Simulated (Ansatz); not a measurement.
From input file to script: C2H4AlN, SMILES C=C=[N][AlH2] in Ansatz 0.2.0.

```yaml
crystal:
  periodic: [false, false, false]
  atoms:
    - { symbol: C, position_ang: [-0.1867, 1.869, 0.1899] }
    - { symbol: C, position_ang: [0.0235, 0.7009, 0.582] }
    - { symbol: "N", position_ang: [0.2502, -0.474, 0.9638] }
    - { symbol: Al, position_ang: [0.2797, -1.9244, -0.2563] }
    - { symbol: H, position_ang: [-0.495, 2.0856, -0.8734] }
    - { symbol: H, position_ang: [-0.1912, 2.7548, 0.8744] }
    - { symbol: H, position_ang: [-0.1545, -1.6686, -1.7755] }
    - { symbol: H, position_ang: [0.5662, -3.4006, 0.2393] }
basis:
  gaussian:
    orbitals: cc-pVDZ
correlation:
  method: ccsd
  electrons: valence
output:
  orbitals: {}
  forces: true
```

Script `run_energy.py`:
```python
from pathlib import Path

import ansatz as az
import numpy as np

GEOMETRY = '''
C    -0.18670    1.86900    0.18990
C     0.02350    0.70090    0.58200
N     0.25020   -0.47400    0.96380
Al    0.27970   -1.92440   -0.25630
H    -0.49500    2.08560   -0.87340
H    -0.19120    2.75480    0.87440
H    -0.15450   -1.66860   -1.77550
H     0.56620   -3.40060    0.23930
'''

mol = az.Crystal.molecule()
for line in GEOMETRY.strip().splitlines():
    symbol, *xyz = line.split()
    mol = mol.atom(symbol, [float(v) for v in xyz])

job = (
    mol.calculation()
    .basis(gaussian='cc-pVDZ')
    .correlation('ccsd', electrons='valence')
    .forces()
    .orbitals()
)
done = job.run(runs_dir='out')
summary = done.report

print('reference energy %16.6f eV' % summary['reference_energy_ev'])
print('total energy     %16.6f eV' % summary['free_energy_ev'])
print('occupied orbitals outside the frozen core (up, down):', summary['n_occupied'], ' frozen:', summary['n_frozen'], ' virtual:', summary['n_virtual'])

parts = summary['correlation']
for name in ('random_phase', 'coupled_cluster', 'perturbative'):
    if name in parts:
        print(f'{name:16s} {parts[name]["energy"]["hartree"]:12.7f} Ha')
if 'second_order' in parts:
    pair = parts['second_order']
    print(f'MP2 same spin {pair["same_spin"]["hartree"]:.7f} Ha, opposite spin {pair["opposite_spin"]["hartree"]:.7f} Ha')

symbols = [site.symbol for site in mol.cartesian_sites]
forces = np.array(summary['forces_ev_ang'])
print('largest force', round(float(np.linalg.norm(forces, axis=1).max()), 4), 'eV/A, rms', round(float(np.sqrt((forces ** 2).mean())), 4))

charges = summary['charge_distribution']
print('dipole moment', round(4.803205 * float(np.linalg.norm(charges['dipole_moment_e_ang'])), 3), 'D')
print('Mulliken:', [(s, round(q, 3)) for s, q in zip(symbols, charges['mulliken_charges_e'])])

lines = Path(summary['orbitals_path']).read_text().splitlines()
field_of = lambda key: [line.split('=')[1].strip() for line in lines if line.startswith(key)]
orbitals = [(27.211386 * float(e), s, float(n)) for e, s, n in zip(field_of('Ene='), field_of('Spin='), field_of('Occup='))]
homo = max(e for e, _, n in orbitals if n > 0.5)
lumo = min(e for e, _, n in orbitals if n < 0.5)
for e, spin, n in sorted(orbitals):
    if homo - 6 < e < lumo + 5:
        print(f'{spin:6s} {e:10.3f} eV  occupation {n:.0f}')
```

Output of `python run_energy.py`:
```text
reference energy    -10187.539408 eV
total energy        -10201.597996 eV
occupied orbitals outside the frozen core (up, down): [10, 10]  frozen: 8  virtual: [62, 62]
coupled_cluster    -0.5166436 Ha
MP2 same spin -0.1168571 Ha, opposite spin -0.3673875 Ha
largest force 7.9701 eV/A, rms 2.3254
dipole moment 0.848 D
Mulliken: [('C', -0.171), ('C', 0.178), ('N', -0.491), ('Al', 0.598), ('H', 0.089), ('H', 0.087), ('H', -0.146), ('H', -0.144)]
Alpha     -14.395 eV  occupation 2
Alpha     -14.357 eV  occupation 2
Alpha     -12.576 eV  occupation 2
Alpha     -11.547 eV  occupation 2
Alpha      -8.758 eV  occupation 2
Alpha       1.324 eV  occupation 0
Alpha       2.924 eV  occupation 0
Alpha       3.667 eV  occupation 0
Alpha       4.463 eV  occupation 0
Alpha       4.889 eV  occupation 0
Alpha       6.070 eV  occupation 0
```

Caveats:
- The settings weren't tested for convergence.
- The geometry is a force-field or estimated start, not a minimum of this method, and the basis set is short of its limit.
- Alpha marks a spatial orbital of a restricted run, filled by both spins.
- Levels such as HOMO and LUMO are orbital energies: in Hartree-Fock the gap is too wide and the LUMO hangs on the basis.
- The whole script took 10 s on 1 thread of Arm Neoverse V1, on a shared host, peak memory 0.33 GiB.

(Lines on the test bed's own set-up are left out of the output.)
